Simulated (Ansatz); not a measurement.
Crystal: HfGe.

```
Hf Ge
1.0
     3.50084    0.00000    0.00000
     0.00000    3.50084    0.00000
     0.00000    0.00000    3.50084
Hf Ge
1 1
Direct
  0.00000 0.00000 0.00000
  0.50000 0.50000 0.50000
```

The cell was built by a generator and needn't be a form met in nature.

```yaml
Program: Ansatz 0.2.0
Task: relaxation of cell and atoms
Functional: PBE0
Potentials_or_basis: Ansatz PAW
Cutoff: "420 eV (not typed: the program's choice for these potentials)"
k_mesh: 4 × 4 × 4
Occupations: fermi-dirac, width 0.05 eV
Spin: no spin polarisation
```

At the start: volume 21.45 Å³/atom.

Problem. How do energy, volume and symmetry change on relaxing?

Solution. It ends after 5 steps and the volume is 18.99 Å³/atom (-11.5 %); space group Pm-3m (No. 221, to 0.05 Å).

The path:
| step | energy change (eV) | largest force (eV/Å) | volume (Å³) |
| --- | --- | --- | --- |
| 1 | 0.0000 | 0.0000 | 42.91 |
| 2 | -0.1964 | 0.0000 | 36.93 |
| 3 | -0.2070 | 0.0000 | 38.16 |
| 4 | -0.2075 | 0.0000 | 37.97 |
| 5 | -0.2057 | 0.0000 | 37.97 |

Final structure:
```xyz
2
Lattice="3.3611 0.0000 0.0000 0.0000 3.3611 0.0000 0.0000 0.0000 3.3611" Properties=species:S:1:pos:R:3 pbc="T T T"
Hf    0.0000    0.0000    0.0000
Ge    1.6806    1.6806    1.6806
```

Caveat: the k mesh is coarse (spacing up to 0.45 Å⁻¹), so the values aren't converged, least of all with exact exchange; the plane-wave basis is chosen anew once the cell has moved, so the energies of steps on either side of that aren't comparable; the PAW data sets come from PBE, with cores solved anew for the run's functional, which leaves a small shift of forces and pressure.
